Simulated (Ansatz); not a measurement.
# CH₅BS₂: basis-set convergence

How large a basis does CH₅BS₂ need? Two functionals are run in growing sets.

The runs use Ansatz 0.2.0, Gaussian basis; one geometry, several basis sets.

Levels to be run: PBE0-D4/def2-SVP; ωB97M-V/def2-SVP; PBE0-D4/def2-QZVPP; ωB97M-V/def2-QZVPP; the functionals' def2-TZVPP values are taken from earlier runs.

### 1 The relaxed structure

An earlier PBE0-D4 in a triple-zeta def2 set relaxation fixed the geometry.

SMILES `BSCS`, 9 atoms, charge 0, spin multiplicity 1.

Atoms are counted from 1 here; the program's logs count them from 0.

Bond lengths: B1–S2 1.751 Å, B1–H5 1.194 Å, B1–H6 1.192 Å, S2–C3 1.816 Å, C3–S4 1.799 Å, C3–H7 1.088 Å, C3–H8 1.090 Å, S4–H9 1.343 Å. Angles: S2–B1–H5 120.9°, S2–B1–H6 116.2°, H5–B1–H6 122.9°, B1–S2–C3 104.3°, S2–C3–S4 114.4°, S2–C3–H7 108.7°, S2–C3–H8 107.7°, S4–C3–H7 111.5°, S4–C3–H8 105.4°, H7–C3–H8 108.8°, C3–S4–H9 96.4°.

### 2 PBE0-D4 in def2-SVP

in.yaml reads:

```yaml
crystal:
  periodic: [false, false, false]
  atoms:
    - {symbol: B, position_ang: [-1.217022, 1.178607, 0.524680]}
    - {symbol: S, position_ang: [0.303638, 0.542676, 1.116034]}
    - {symbol: C, position_ang: [0.585807, -0.947118, 0.116599]}
    - {symbol: S, position_ang: [1.934403, -0.804398, -1.065583]}
    - {symbol: H, position_ang: [-1.814490, 0.626142, -0.349142]}
    - {symbol: H, position_ang: [-1.603909, 2.180466, 1.041419]}
    - {symbol: H, position_ang: [-0.347002, -1.221770, -0.372296]}
    - {symbol: H, position_ang: [0.878111, -1.750644, 0.793341]}
    - {symbol: H, position_ang: [1.369062, 0.149738, -1.822254]}
basis:
  gaussian: {orbitals: def2-SVP}
hamiltonian: {xc: pbe0, dispersion: d4}
output: {orbitals: {seedname: orbitals}}
```

The run is started by

```
> ansatz run in.yaml --threads 2 --pin off --events-out ev --progress --plain --max-ram 4352MiB
```

Further steps of the session: ωB97M-V in def2-SVP; PBE0-D4 in def2-QZVPP; ωB97M-V in def2-QZVPP.

**Question.** What will the summary of the whole plan be? Wanted: PBE0-D4: double and triple zeta above quadruple; ωB97M-V: double and triple zeta above quadruple.

As calculated:

| quantity | value |
| --- | --- |
| PBE0-D4: double and triple zeta above quadruple | 10.31, 0.77 eV |
| ωB97M-V: double and triple zeta above quadruple | 10.37, 0.74 eV |

In words: For PBE0-D4 the step from double to triple zeta gains 9.54 eV and the next only 0.77 eV. Total energies overstate the basis error of differences, where much of it tends to cancel.
